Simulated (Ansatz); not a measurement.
# H9N2OSi3 radical + NH3: a complex and its separated parts

The complex below is one end of an elementary step. How strongly is it bound against its free parts?

Program: Ansatz 0.2.0, Gaussian basis. Level of theory: PBE0-D4/def2-TZVP structures, single points in def2-TZVPP, no counterpoise correction. These are calculated values, not measurements.

Levels: SPW92, PBE-D4, BLYP-D4, r2SCAN-D4, B97M-V, PBE0-D4, B3LYP-D4, r2SCAN0-D4, BHLYP-D4, CAM-B3LYP-D4, wB97X-V, wB97M-V, B2PLYP, PBE-QIDH, RPA on PBE, Hartree-Fock, MP2, CCSD, CCSD(T).

Correlated methods freeze the cores. Orbitals are unrestricted. B3LYP uses VWN-RPA correlation. B2PLYP carries no dispersion term here.

94 further runs of the same task are left out: 1 that didn't finish, 93 set aside as unsound or not needed. Runs told in other sessions of the task aren't counted.

**1. The system as given**

The complex: 19 atoms, charge 0, spin multiplicity 2.

Atoms are counted from 1 here; the program's logs count them from 0.

Bond lengths: Si1–N2 1.828 Å, Si1–N4 1.753 Å, Si1–O6 1.708 Å, Si1–N8 1.993 Å, N2–Si3 1.727 Å, N2–H9 1.013 Å, Si3–H10 1.492 Å, Si3–H11 1.489 Å, Si3–H12 1.494 Å, N4–Si5 1.723 Å, N4–H13 1.012 Å, Si5–H14 1.487 Å, Si5–H15 1.488 Å, Si5–H16 1.495 Å, O6–H17 0.967 Å, H7–N8 1.016 Å, N8–H18 1.018 Å, N8–H19 1.015 Å. Angles: N2–Si1–N4 96.4°, N2–Si1–O6 165.4°, N2–Si1–N8 89.3°, N4–Si1–O6 98.1°, N4–Si1–N8 99.6°, O6–Si1–N8 90.0°, Si1–N2–Si3 127.6°, Si1–N2–H9 109.7°, Si3–N2–H9 111.3°, N2–Si3–H10 115.2°, N2–Si3–H11 109.9°, N2–Si3–H12 109.4°, H10–Si3–H11 107.6°, H10–Si3–H12 106.3°, H11–Si3–H12 108.1°, Si1–N4–Si5 127.8°, Si1–N4–H13 117.0°, Si5–N4–H13 113.6° and more.

As a file:

```
atom    x (Å)    y (Å)    z (Å)
 Si1   0.8628  -0.2117   0.5502
  N2   1.3051  -0.4122  -1.2122
 Si3   0.8017   0.5672  -2.5422
  N4  -0.7168   0.4965   0.2764
 Si5  -1.6124   1.5200   1.3345
  O6   0.8604  -0.1496   2.2570
  H7   0.4119  -2.5301  -0.3171
  N8   0.3568  -2.1387   0.6186
  H9   2.2825  -0.6665  -1.2923
 H10   1.0675   2.0274  -2.3933
 H11   1.4752   0.1112  -3.7899
 H12  -0.6733   0.4267  -2.7325
 H13  -1.0600   0.4978  -0.6751
 H14  -0.9403   2.8049   1.6652
 H15  -2.9201   1.8144   0.6890
 H16  -1.8852   0.8296   2.6320
 H17   0.0116  -0.1234   2.7197
 H18  -0.5970  -2.2176   0.9640
 H19   0.9698  -2.6460   1.2482
```

Its parts: H9N2OSi3 radical holds atoms 1, 2, 3, 4, 5, 6, 9, 10, 11, 12, 13, 14, 15, 16, 17; NH3 holds atoms 7, 8, 18, 19. Each part counts its atoms afresh in its own runs.

**2. Relaxing H9N2OSi3 radical alone**

Contents of relax-a/in.yaml:

```yaml
crystal:
  periodic: [false, false, false]
  atoms:
    - {symbol: Si, position_ang: [0.862752, -0.211687, 0.550234]}
    - {symbol: N, position_ang: [1.305117, -0.412176, -1.212222]}
    - {symbol: Si, position_ang: [0.801656, 0.567208, -2.542198]}
    - {symbol: N, position_ang: [-0.716802, 0.496510, 0.276424]}
    - {symbol: Si, position_ang: [-1.612389, 1.520036, 1.334510]}
    - {symbol: O, position_ang: [0.860351, -0.149597, 2.256957]}
    - {symbol: H, position_ang: [2.282534, -0.666521, -1.292298]}
    - {symbol: H, position_ang: [1.067533, 2.027395, -2.393250]}
    - {symbol: H, position_ang: [1.475175, 0.111170, -3.789923]}
    - {symbol: H, position_ang: [-0.673304, 0.426723, -2.732532]}
    - {symbol: H, position_ang: [-1.060021, 0.497844, -0.675088]}
    - {symbol: H, position_ang: [-0.940330, 2.804862, 1.665157]}
    - {symbol: H, position_ang: [-2.920092, 1.814447, 0.689044]}
    - {symbol: H, position_ang: [-1.885173, 0.829586, 2.631971]}
    - {symbol: H, position_ang: [0.011620, -0.123420, 2.719687]}
basis:
  gaussian: {orbitals: def2-TZVP}
magnetization: {spin_polarized: true, initial_magnetization: 1}
hamiltonian: {xc: pbe0, dispersion: d4}
relax: {f_tol: 0.005, max_steps: 200}
```

On the command line:

```sh
$ ansatz run in.yaml --threads 4 --pin off --events-out ev --progress --plain --max-ram 66560MiB --backend cuda --devices 0, --max-vram 37GiB
```

The runs that follow: Relaxing NH3 alone; SPW92/def2-TZVPP; PBE-D4/def2-TZVPP; BLYP-D4/def2-TZVPP; r2SCAN-D4/def2-TZVPP; B97M-V/def2-TZVPP; PBE0-D4/def2-TZVPP; B3LYP-D4/def2-TZVPP; r2SCAN0-D4/def2-TZVPP; BHLYP-D4/def2-TZVPP; CAM-B3LYP-D4/def2-TZVPP; wB97X-V/def2-TZVPP; wB97M-V/def2-TZVPP; B2PLYP/def2-TZVPP; PBE-QIDH/def2-TZVPP; RPA on PBE/def2-TZVPP; CCSD(T)/def2-TZVPP; Vibrations of H9N2OSi3 radical; Vibrations of NH3.

What does the calculation give? Wanted: complex less parts, CCSD(T)/def2-TZVPP; with zero-point energy; largest T1 diagnostic.

As calculated:

| quantity | value |
| --- | --- |
| complex less parts, CCSD(T)/def2-TZVPP | +0.479 eV |
| with zero-point energy | +0.601 eV |
| largest T1 diagnostic | 0.014 |

What this shows: At CCSD(T) the complex lies 0.479 eV above its parts. Among the functionals BLYP-D4 lands nearest to CCSD(T) (-0.011 eV) and SPW92 farthest (-0.562 eV). By rung, the mean size of the error is: LDA 0.562, GGA 0.101, meta-GGA 0.082, hybrid 0.080, range-separated hybrid 0.044, double hybrid 0.065 eV. The double hybrids carry no dispersion term here, unlike the levels marked D4 or V. PBE-D4 gives a relative energy 0.192 eV too low, outside chemical accuracy (1 kcal/mol, 0.043 eV). No counterpoise was applied, and triple zeta lacks some correlation, so the CCSD(T) reference has a basis error of its own, and close matches with it are partly luck.
